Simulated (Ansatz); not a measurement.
# HfSi3O2: the cost of one run

Program: Ansatz 0.2.0. Level of theory: DFT PBE, scalar-relativistic, plane waves, PAW, unless a step names another level. These are calculated values, not measurements.

2 further runs of the same task are left out: 1 that didn't finish, 1 set aside as unsound or not needed.

## (1) The system as given

The structure is orthorhombic, space group Cmcm (No. 63). The conventional cell has a = 3.732 Å, b = 24.761 Å, c = 3.733 Å, α = 90.00°, β = 90.00°, γ = 90.00°. Around Hf (site symmetry m2m) lie 4 O at 2.10 Å and 4 Si at 2.93 Å. Si (site symmetry m2m) has 4 Si at 2.64 Å and 4 Hf at 2.93 Å as nearest neighbours. Si (site symmetry m2m) is surrounded by 1 O at 1.75 Å. Around O (site symmetry m2m) lie 1 Si at 1.75 Å and 2 Hf at 2.10 Å.

Coordinates:

```cif
data_structure
_symmetry_space_group_name_H-M 'Cmcm'
_symmetry_Int_Tables_number 63
_cell_length_a 3.7317
_cell_length_b 24.7611
_cell_length_c 3.7332
_cell_angle_alpha 90.000
_cell_angle_beta 90.000
_cell_angle_gamma 90.000
_cell_volume 344.94
loop_
_atom_site_label
_atom_site_type_symbol
_atom_site_symmetry_multiplicity
_atom_site_Wyckoff_symbol
_atom_site_fract_x
_atom_site_fract_y
_atom_site_fract_z
_atom_site_occupancy
Hf1 Hf 4 c 0.00000 0.84135 0.75000 1
Si1 Si 4 c 0.00000 0.75002 0.25000 1
Si2 Si 4 c 0.50000 0.95093 0.75000 1
Si3 Si 4 c 0.00000 0.95087 0.25000 1
O1 O 4 c 0.50000 0.88013 0.75000 1
O2 O 4 c 0.00000 0.88015 0.25000 1
```

It came out lowest among 30 distinct ends of the trial cells. At a tolerance of 0.05 Å it has space group Cmcm (No. 63).

## (2) A stricter relaxation, on the response runs' mesh and smearing

Contents of input.yaml:

```yaml
crystal:
  lattice:
    - [1.8658262765, -12.3805374725, 0.0]
    - [1.8658262765, 12.3805374725, 0.0]
    - [0.0, 0.0, 3.7331525994]
  atoms:
    - { symbol: Hf, position: [0.1586481219, 0.8413518781, 0.75] }
    - { symbol: Hf, position: [0.8413518781, 0.1586481219, 0.25] }
    - { symbol: Si, position: [0.2499789077, 0.7500210923, 0.25] }
    - { symbol: Si, position: [0.7500210923, 0.2499789077, 0.75] }
    - { symbol: Si, position: [0.54906767, 0.45093233, 0.75] }
    - { symbol: Si, position: [0.0491267614, 0.9508732386, 0.25] }
    - { symbol: Si, position: [0.45093233, 0.54906767, 0.25] }
    - { symbol: Si, position: [0.9508732386, 0.0491267614, 0.75] }
    - { symbol: O, position: [0.6198688661, 0.3801311339, 0.75] }
    - { symbol: O, position: [0.1198527833, 0.8801472167, 0.25] }
    - { symbol: O, position: [0.3801311339, 0.6198688661, 0.25] }
    - { symbol: O, position: [0.8801472167, 0.1198527833, 0.75] }
basis:
  ecutwfc: 420
kpoints:
  mp_grid: { grid: [8, 8, 8] }
hamiltonian:
  xc: pbe
scf:
  occupations: { method: gaussian, width: 0.1 }
output:
  forces: true
  stress: true
  eigenvalues: true
  write_density: true
  write_potential: true
  elf: true
  volumetric_format: npy
relax:
  adjacent_minimum: "off"
  f_tol: 0.001
  max_steps: 60
  cell: { stress_tol: 0.01 }
```

On the command line:

```sh
$ ansatz run input.yaml --threads 3 --pin off --max-ram 7680MiB --backend cpu --events-out ev --progress --plain --runs-dir out
```

What time and memory should one allow on 3 threads of Intel Xeon 6975P-C (Granite Rapids), shared host?

About 1.7 min, with a peak of 1.2 GiB.
